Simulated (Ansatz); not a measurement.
**H₂O with SbH₃: structure and interaction energy**

How do H₂O and SbH₃ sit together, how strongly do they interact, and which methods get it right?

Program: Ansatz 0.2.0, Gaussian basis. Level of theory: PBE0-D4 structure, single points in def2-TZVPPD. These are calculated values, not measurements.

Levels: PBE-D4, revPBE-D4, BLYP-D4, r2SCAN-D4, B97M-V, PBE0-D4, B3LYP-D4, HSE06-D4, wB97X-V, wB97M-V, B2PLYP, Hartree-Fock, MP2, CCSD, CCSD(T). The reference is CCSD(T) extrapolated to the basis limit. For elements past Ar these valence bases correlate outer-core shells poorly, so that limit is rough.

Cores are frozen in the correlated methods. Filled d shells of the heavier atoms are correlated. Core potentials replace the inner electrons past krypton, and spin-orbit coupling is left out. B3LYP uses VWN-RPA correlation. B2PLYP carries no dispersion term here.

176 further runs of the same task are left out: 176 set aside as unsound or not needed.

## (1) The starting structure

The pair, from a GFN2-xTB docking trial: 7 atoms, charge 0, spin multiplicity 1.

Atoms are counted from 1 here; the program's logs count them from 0.

Bond lengths: O1–H2 0.957 Å, O1–H3 0.958 Å, Sb4–H5 1.682 Å, Sb4–H6 1.700 Å, Sb4–H7 1.689 Å. Angles: H2–O1–H3 107.0°, H5–Sb4–H6 88.0°, H5–Sb4–H7 88.4°, H6–Sb4–H7 87.9°.

Coordinates:

```csv
atom,x (Å),y (Å),z (Å)
O1,0.4134,-0.1398,-1.6572
H2,0.4624,0.8026,-1.8168
H3,0.1356,-0.5491,-2.4774
Sb4,-0.2335,-0.6835,1.1106
H5,1.0197,0.4322,1.2327
H6,-0.5073,-0.4664,2.7748
H7,-1.2904,0.6039,0.8333
```

Atoms 1 to 3 are fragment A (H₂O), the rest fragment B (SbH₃).

## (2) A first relaxation in a small basis

pre/in.yaml

```yaml
crystal:
  periodic: [false, false, false]
  atoms:
    - {symbol: O, position_ang: [0.413400, -0.139800, -1.657200]}
    - {symbol: H, position_ang: [0.462400, 0.802600, -1.816800]}
    - {symbol: H, position_ang: [0.135600, -0.549100, -2.477400]}
    - {symbol: Sb, position_ang: [-0.233500, -0.683500, 1.110600]}
    - {symbol: H, position_ang: [1.019700, 0.432200, 1.232700]}
    - {symbol: H, position_ang: [-0.507300, -0.466400, 2.774800]}
    - {symbol: H, position_ang: [-1.290400, 0.603900, 0.833300]}
basis:
  gaussian: {orbitals: def2-SVP}
hamiltonian: {xc: pbe, dispersion: d4}
relax: {f_tol: 0.03, max_steps: 250}
```

The run is started by

```
> ansatz run in.yaml --threads 2 --pin off --events-out ev --progress --plain --max-ram 5222MiB
```

After this run come: Relaxation at PBE0-D4; PBE-D4/def2-TZVPPD; r2SCAN-D4/def2-TZVPPD; PBE0-D4/def2-TZVPPD; B3LYP-D4/def2-TZVPPD; wB97X-V/def2-TZVPPD; wB97M-V/def2-TZVPPD; B2PLYP/def2-TZVPPD; BLYP-D4/def2-TZVPPD; revPBE-D4/def2-TZVPPD; B97M-V/def2-TZVPPD; HSE06-D4/def2-TZVPPD; CCSD(T)/def2-TZVPPD; MP2/def2-QZVPPD; SPW92/def2-SVP; PBE-D4/def2-SVP; PBE0-D4/def2-SVP; wB97M-V/def2-SVP; CCSD(T)/def2-SVP; Vibrations of the pair.

What does the calculation give? Wanted: interaction energy, CCSD(T)/CBS; of it Hartree-Fock; D4 term of PBE0-D4; shortest contact; lowest wavenumber.

The runs gave:

```
                        quantity         value
 interaction energy, CCSD(T)/CBS  -8.47 kJ/mol
of it Hartree-Fock (basis limit)  -2.37 kJ/mol
              D4 term of PBE0-D4  -3.16 kJ/mol
                shortest contact  O1–H5 3.11 Å
               lowest wavenumber       50 cm⁻¹
```

**Reading.** The pair is bound by 8.47 kJ/mol at fixed fragment shapes. Hartree-Fock gives 28 % of it, so correlation, mostly dispersion, leads. The functionals run from BLYP-D4, off by +0.41 kJ/mol, to B2PLYP, off by +3.16 kJ/mol, against CCSD(T)/CBS. Mean unsigned error by rung: GGA 0.71, meta-GGA 1.66, hybrid 0.67, screened hybrid 0.83, range-separated hybrid 1.25, double hybrid 3.16 kJ/mol. PBE-D4 gives an interaction energy 1.09 kJ/mol too low, an error of 13 % of the reference. CCSD(T) moves by -1.55 kJ/mol from triple zeta to the limit; gaps between functionals far smaller than that don't rank them. A lower arrangement may exist.
